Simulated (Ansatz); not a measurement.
# CH₈O₄Si₂: vertical ionisation energy

Aim: the vertical ionisation energy of CH₈O₄Si₂, as cation minus neutral at the neutral's geometry, on several levels, and how well −ε(HOMO) stands in for it.

The runs use Ansatz 0.2.0, Gaussian basis; unrestricted cation, the program's frozen cores in correlated methods.

Plan: UKS PBE-D4/def2-TZVPP; UKS r2SCAN-D4/def2-TZVPP; UKS PBE0-D4/def2-TZVPP; UKS B3LYP-D4/def2-TZVPP; UKS wB97X-V/def2-TZVPP; UKS wB97M-V/def2-TZVPP; UKS B2PLYP/def2-TZVPP; UHF-CCSD(T)/def2-TZVPP; UHF-MP2/def2-QZVPP; extrapolation to the limit; then −ε(HOMO) from the neutral's earlier runs with LDA (SPW92), PBE-D4, revPBE-D4, BLYP-D4, r2SCAN-D4, B97M-V, PBE0-D4, B3LYP-D4, r2SCANh-D4, r2SCAN0-D4, HSE06-D4, BHLYP-D4, CAM-B3LYP-D4, LC-ωPBE, ωB97X-V, ωB97M-V.

## (1) Structure used throughout

The geometry comes from an earlier relaxation with PBE0-D4 in a triple-zeta def2 set; it is a stationary point, not always the lowest conformer.

SMILES `C[SiH](O)O[SiH](O)O`, 15 atoms, charge 0, spin multiplicity 1.

Atoms are counted from 1 here; the program's logs count them from 0.

Bond lengths: C1–Si2 1.855 Å, C1–H8 1.094 Å, C1–H9 1.093 Å, C1–H10 1.093 Å, Si2–O3 1.640 Å, Si2–O4 1.639 Å, Si2–H11 1.480 Å, O3–H12 0.958 Å, O4–Si5 1.624 Å, Si5–O6 1.631 Å, Si5–O7 1.636 Å, Si5–H13 1.474 Å, O6–H14 0.959 Å, O7–H15 0.958 Å. Angles: Si2–C1–H8 111.1°, Si2–C1–H9 111.1°, Si2–C1–H10 110.4°, H8–C1–H9 108.2°, H8–C1–H10 107.6°, H9–C1–H10 108.4°, C1–Si2–O3 112.4°, C1–Si2–O4 108.8°, C1–Si2–H11 112.4°, O3–Si2–O4 109.3°, O3–Si2–H11 104.5°, O4–Si2–H11 109.3°, Si2–O3–H12 118.2°, Si2–O4–Si5 147.7°, O4–Si5–O6 113.0°, O4–Si5–O7 108.2°, O4–Si5–H13 108.9°, O6–Si5–O7 107.4° and more.

## (2) Cation, UKS PBE-D4/def2-TZVPP

in.yaml reads:

```yaml
crystal:
  periodic: [false, false, false]
  atoms:
    - {symbol: C, position_ang: [-0.545651, -1.994174, 0.400682]}
    - {symbol: Si, position_ang: [1.000966, -0.985240, 0.220610]}
    - {symbol: O, position_ang: [1.959017, -1.068555, 1.549355]}
    - {symbol: O, position_ang: [0.583643, 0.576836, -0.049442]}
    - {symbol: Si, position_ang: [-0.230990, 1.641661, -0.966307]}
    - {symbol: O, position_ang: [-1.768330, 1.183508, -1.260968]}
    - {symbol: O, position_ang: [-0.290401, 3.066767, -0.164291]}
    - {symbol: H, position_ang: [-1.140215, -1.655555, 1.254202]}
    - {symbol: H, position_ang: [-0.310208, -3.050985, 0.547159]}
    - {symbol: H, position_ang: [-1.167974, -1.899332, -0.493066]}
    - {symbol: H, position_ang: [1.859873, -1.460631, -0.887319]}
    - {symbol: H, position_ang: [1.565372, -0.883630, 2.402716]}
    - {symbol: H, position_ang: [0.429350, 1.745199, -2.279604]}
    - {symbol: H, position_ang: [-2.433702, 1.435308, -0.618550]}
    - {symbol: H, position_ang: [0.467450, 3.298022, 0.374123]}
basis:
  gaussian: {orbitals: def2-TZVPP}
total_charge: 1
magnetization: {spin_polarized: true, initial_magnetization: 1}
hamiltonian: {xc: pbe, dispersion: d4}
```

After this run come: Cation, UKS r2SCAN-D4/def2-TZVPP; Cation, UKS PBE0-D4/def2-TZVPP; Cation, UKS B3LYP-D4/def2-TZVPP; Cation, UKS wB97X-V/def2-TZVPP; Cation, UKS wB97M-V/def2-TZVPP; Cation, UKS B2PLYP (frozen core)/def2-TZVPP; Cation, UHF-CCSD(T)/def2-TZVPP; Cation, UHF-MP2/def2-QZVPP.

Before running them: what should the planned runs give, taken together? Wanted: ionisation energy, CCSD(T)/CBS; nearest functional by difference; nearest −ε(HOMO); −ε(HOMO) of PBE; T1 of the cation.

**Answer**, as computed:

```
                        quantity               value
  ionisation energy, CCSD(T)/CBS            11.09 eV
nearest functional by difference  ωB97X-V (-0.28 eV)
                nearest −ε(HOMO)  LC-ωPBE (+0.15 eV)
                 −ε(HOMO) of PBE             7.03 eV
                T1 of the cation               0.031
```

By cation minus neutral, the functionals miss by 1.34 eV at most. The PBE orbital energy is 4.1 eV too small: a semilocal HOMO is no ionisation energy. Among orbital estimates LC-ωPBE comes nearest. Hartree-Fock falls 0.59 eV short, as the neutral has more correlation energy than the cation. The cation's T1 (from the report) is 0.031, near the customary mark of 0.045 for open shells, so the coupled-cluster value is less safe.
